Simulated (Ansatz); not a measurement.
# CH5NSSi (SMILES CS[Si]N): a rigid scan of the bond length N4–H9

The task here is to estimate one member of a computed series from the others.

Computed with Ansatz 0.2.0, Gaussian basis. Level: single points in def2-TZVPP.

Levels: PBE-D4, r2SCAN-D4, PBE0-D4, B3LYP-D4, wB97M-V, Hartree-Fock, MP2, CCSD, CCSD(T). The scan takes 0.886, 0.921, 0.973, 1.033, 1.099, 1.171, 1.247, 1.327, 1.410 Å.

Cores are frozen in the correlated methods. B3LYP uses VWN-RPA correlation.

28 further runs of the same task are left out: 28 set aside as unsound or not needed.

## Starting geometry

The minimum, relaxed at PBE0-D4: SMILES `CS[Si]N`, 9 atoms, charge 0, spin multiplicity 1.

Atoms are counted from 1 here; the program's logs count them from 0.

Bond lengths: C1–S2 1.813 Å, C1–H5 1.089 Å, C1–H6 1.092 Å, C1–H7 1.089 Å, S2–Si3 2.141 Å, Si3–N4 1.710 Å, N4–H8 1.009 Å, N4–H9 1.007 Å. Angles: S2–C1–H5 109.2°, S2–C1–H6 110.5°, S2–C1–H7 109.3°, H5–C1–H6 109.2°, H5–C1–H7 109.4°, H6–C1–H7 109.2°, C1–S2–Si3 100.1°, S2–Si3–N4 98.2°, Si3–N4–H8 127.5°, Si3–N4–H9 120.2°, H8–N4–H9 112.2°.

As a file:

```xyz
9
charge 0, multiplicity 1
C    -0.4734    0.4165   -1.8686
S     0.6896    0.3999   -0.4773
Si   -0.5283   -0.5298    1.0176
N     0.6070   -0.5237    2.2958
H    -0.6324    1.4448   -2.1906
H    -1.4298   -0.0192   -1.5735
H    -0.0559   -0.1604   -2.6927
H     1.5517   -0.1706    2.2769
H     0.3599   -0.9038    3.1953
```

Energies of the minimum (eV), from earlier single points: PBE-D4 -21312.37365, r2SCAN-D4 -21321.18376, PBE0-D4 -21314.15869, B3LYP-D4 -21325.65252, wB97M-V -21321.88264, CCSD(T) -21293.80491.

At the minimum the bond length N4–H9 is 1.007 Å.

Set-up of the first run:

Input file ccsdt-tzvpp/in.yaml:

```yaml
crystal:
  periodic: [false, false, false]
  atoms:
    - {symbol: C, position_ang: [-0.473359, 0.416513, -1.868590]}
    - {symbol: S, position_ang: [0.689560, 0.399906, -0.477260]}
    - {symbol: Si, position_ang: [-0.528341, -0.529790, 1.017601]}
    - {symbol: N, position_ang: [0.607038, -0.523735, 2.295757]}
    - {symbol: H, position_ang: [-0.632388, 1.444765, -2.190595]}
    - {symbol: H, position_ang: [-1.429775, -0.019221, -1.573524]}
    - {symbol: H, position_ang: [-0.055875, -0.160415, -2.692695]}
    - {symbol: H, position_ang: [1.551735, -0.170556, 2.276941]}
    - {symbol: H, position_ang: [0.389662, -0.858010, 3.086961]}
basis:
  gaussian: {orbitals: def2-TZVPP}
correlation: {method: ccsd_t}
```

No record of the launch command was kept for these runs.

Among the steps run: N4–H9 = 0.886 Å; N4–H9 = 0.921 Å; N4–H9 = 0.973 Å; N4–H9 = 1.033 Å; N4–H9 = 1.099 Å; N4–H9 = 1.171 Å; N4–H9 = 1.247 Å; N4–H9 = 1.327 Å; N4–H9 = 1.410 Å.

One of the session's tables, all rows but one given; the rest of the session is left out.

It belongs to the step «The curves». Energies less that of the minimum at the same level (eV):

```
bond length (Å)  PBE-D4  PBE0-D4  B3LYP-D4  wB97M-V  Hartree-Fock
          0.886   0.483    0.440     0.439    0.438         0.370
          0.921   0.236    0.205     0.205    0.204         0.154
          0.973   0.041    0.028     0.029    0.028         0.007
1.007 (minimum)   0.000    0.000     0.000    0.000         0.000
          1.033   0.005    0.015     0.014    0.015         0.032
          1.099   0.128    0.165     0.158    0.164         0.225
          1.171   0.387    0.454     0.439    0.451         0.564
          1.247   0.744    0.845     0.818    0.841         1.011
          1.327       ?        ?         ?        ?             ?
          1.410   1.622    1.801     1.738    1.803         2.099
```

**Question.** Estimate the row for bond length (Å) = 1.327.

Worked estimate for «PBE-D4». A straight line through the neighbours (1.247, 0.744) and (1.410, 1.622) gives 0.744 + (1.622 − 0.744) × (1.327 − 1.247) / (1.410 − 1.247) = 1.175; a parabola fitted to 3 rows on both sides gives 1.156.

The run gave: PBE-D4: 1.166; PBE0-D4: 1.305; B3LYP-D4: 1.262; wB97M-V: 1.302; Hartree-Fock: 1.533. In «PBE-D4» the line misses by +0.009 and the parabola by -0.010.

Limits of these values: A polynomial through the near points puts the CCSD(T) minimum at the PBE0-D4 value.
